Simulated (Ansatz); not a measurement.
# HfSiO4: the cost of one run

Computed with Ansatz 0.2.0 (DFT PBE, scalar-relativistic, plane waves, PAW, unless a step's input says otherwise).

## (1) The starting structure

It takes space group I4_1/amd (No. 141, tetragonal). The conventional cell has a = 6.572 Å, b = 6.572 Å, c = 5.963 Å, α = 90.00°, β = 90.00°, γ = 90.00°. Around Hf (site symmetry -4m2) lie 8 O at 2.11 to 2.26 Å. Si (site symmetry -4m2) is surrounded by 4 O at 1.62 Å. O (site symmetry m) is surrounded by 1 Si at 1.62 Å and 2 Hf at 2.11 to 2.26 Å.

As a file:

```
CELL_PARAMETERS angstrom
6.57250 0.00000 0.00000
0.00000 6.57250 0.00000
0.00000 0.00000 11.92640
ATOMIC_POSITIONS crystal
Hf 0.00000 0.50000 0.12500
Hf 0.50000 0.00000 0.37500
Hf 0.00000 0.50000 0.62500
Hf 0.50000 0.00000 0.87500
Hf 0.00000 0.00000 0.00000
Hf 0.00000 0.00000 0.50000
Hf 0.50000 0.50000 0.25000
Hf 0.50000 0.50000 0.75000
Si 0.50000 0.00000 0.12500
Si 0.00000 0.50000 0.37500
Si 0.50000 0.00000 0.62500
Si 0.00000 0.50000 0.87500
Si 0.00000 0.00000 0.25000
Si 0.50000 0.50000 0.00000
Si 0.00000 0.00000 0.75000
Si 0.50000 0.50000 0.50000
O 0.00000 0.81550 0.15990
O 0.50000 0.31550 0.40990
O 0.00000 0.81550 0.65990
O 0.50000 0.31550 0.90990
O 0.68450 0.00000 0.03490
O 0.18450 0.50000 0.28490
O 0.68450 0.00000 0.53490
O 0.18450 0.50000 0.78490
O 0.00000 0.18450 0.15990
O 0.00000 0.18450 0.65990
O 0.50000 0.68450 0.40990
O 0.50000 0.68450 0.90990
O 0.31550 0.00000 0.03490
O 0.31550 0.00000 0.53490
O 0.81550 0.50000 0.28490
O 0.81550 0.50000 0.78490
O 0.50000 0.18450 0.21510
O 0.00000 0.68450 0.46510
O 0.50000 0.18450 0.71510
O 0.00000 0.68450 0.96510
O 0.18450 0.00000 0.34010
O 0.68450 0.50000 0.09010
O 0.18450 0.00000 0.84010
O 0.68450 0.50000 0.59010
O 0.00000 0.31550 0.46510
O 0.50000 0.81550 0.21510
O 0.00000 0.31550 0.96510
O 0.50000 0.81550 0.71510
O 0.31550 0.50000 0.09010
O 0.81550 0.00000 0.34010
O 0.31550 0.50000 0.59010
O 0.81550 0.00000 0.84010
```

The runs take a perfect supercell of 48 atoms; the defect goes to fractional position (0.000, 0.816, 0.160).

## (2) The perfect supercell

Contents of input.yaml:

```yaml
crystal:
  lattice:
    - [6.5725, 0.0, 0.0]
    - [0.0, 6.5725, 0.0]
    - [0.0, 0.0, 11.9264]
  atoms:
    - { symbol: Hf, position: [0.0, 0.5, 0.125] }
    - { symbol: Hf, position: [0.5, 0.0, 0.375] }
    - { symbol: Hf, position: [0.0, 0.5, 0.625] }
    - { symbol: Hf, position: [0.5, 0.0, 0.875] }
    - { symbol: Hf, position: [0.0, 0.0, 0.0] }
    - { symbol: Hf, position: [0.0, 0.0, 0.5] }
    - { symbol: Hf, position: [0.5, 0.5, 0.25] }
    - { symbol: Hf, position: [0.5, 0.5, 0.75] }
    - { symbol: Si, position: [0.5, 0.0, 0.125] }
    - { symbol: Si, position: [0.0, 0.5, 0.375] }
    - { symbol: Si, position: [0.5, 0.0, 0.625] }
    - { symbol: Si, position: [0.0, 0.5, 0.875] }
    - { symbol: Si, position: [0.0, 0.0, 0.25] }
    - { symbol: Si, position: [0.5, 0.5, 0.0] }
    - { symbol: Si, position: [0.0, 0.0, 0.75] }
    - { symbol: Si, position: [0.5, 0.5, 0.5] }
    - { symbol: O, position: [0.0, 0.8155, 0.1599] }
    - { symbol: O, position: [0.5, 0.3155, 0.4099] }
    - { symbol: O, position: [0.0, 0.8155, 0.6599] }
    - { symbol: O, position: [0.5, 0.3155, 0.9099] }
    - { symbol: O, position: [0.6845, 0.0, 0.0349] }
    - { symbol: O, position: [0.1845, 0.5, 0.2849] }
    - { symbol: O, position: [0.6845, 0.0, 0.5349] }
    - { symbol: O, position: [0.1845, 0.5, 0.7849] }
    - { symbol: O, position: [0.0, 0.1845, 0.1599] }
    - { symbol: O, position: [0.0, 0.1845, 0.6599] }
    - { symbol: O, position: [0.5, 0.6845, 0.4099] }
    - { symbol: O, position: [0.5, 0.6845, 0.9099] }
    - { symbol: O, position: [0.3155, 0.0, 0.0349] }
    - { symbol: O, position: [0.3155, 0.0, 0.5349] }
    - { symbol: O, position: [0.8155, 0.5, 0.2849] }
    - { symbol: O, position: [0.8155, 0.5, 0.7849] }
    - { symbol: O, position: [0.5, 0.1845, 0.2151] }
    - { symbol: O, position: [0.0, 0.6845, 0.4651] }
    - { symbol: O, position: [0.5, 0.1845, 0.7151] }
    - { symbol: O, position: [0.0, 0.6845, 0.9651] }
    - { symbol: O, position: [0.1845, 0.0, 0.3401] }
    - { symbol: O, position: [0.6845, 0.5, 0.0901] }
    - { symbol: O, position: [0.1845, 0.0, 0.8401] }
    - { symbol: O, position: [0.6845, 0.5, 0.5901] }
    - { symbol: O, position: [0.0, 0.3155, 0.4651] }
    - { symbol: O, position: [0.5, 0.8155, 0.2151] }
    - { symbol: O, position: [0.0, 0.3155, 0.9651] }
    - { symbol: O, position: [0.5, 0.8155, 0.7151] }
    - { symbol: O, position: [0.3155, 0.5, 0.0901] }
    - { symbol: O, position: [0.8155, 0.0, 0.3401] }
    - { symbol: O, position: [0.3155, 0.5, 0.5901] }
    - { symbol: O, position: [0.8155, 0.0, 0.8401] }
basis:
  ecutwfc: 420
  fft_grid_basis: typed
kpoints:
  mp_grid: { grid: [2, 2, 1] }
hamiltonian:
  xc: pbe
  pseudopotentials: { kind: paw }
scf:
  occupations: { method: gaussian, width: 0.05 }
output:
  forces: true
  stress: false
  eigenvalues: true
  bader: false
  write_density: true
  volumetric_format: npy
```

Command:

```sh
$ ansatz run input.yaml --threads 4 --pin off --max-ram 10240MiB --backend cpu --events-out ev --progress --plain --runs-dir out
```

**Question.** How long does this run take on 4 threads of Arm Neoverse V1, shared host, and how much memory does it need?

About 9.7 s, with a peak of 2 GiB.
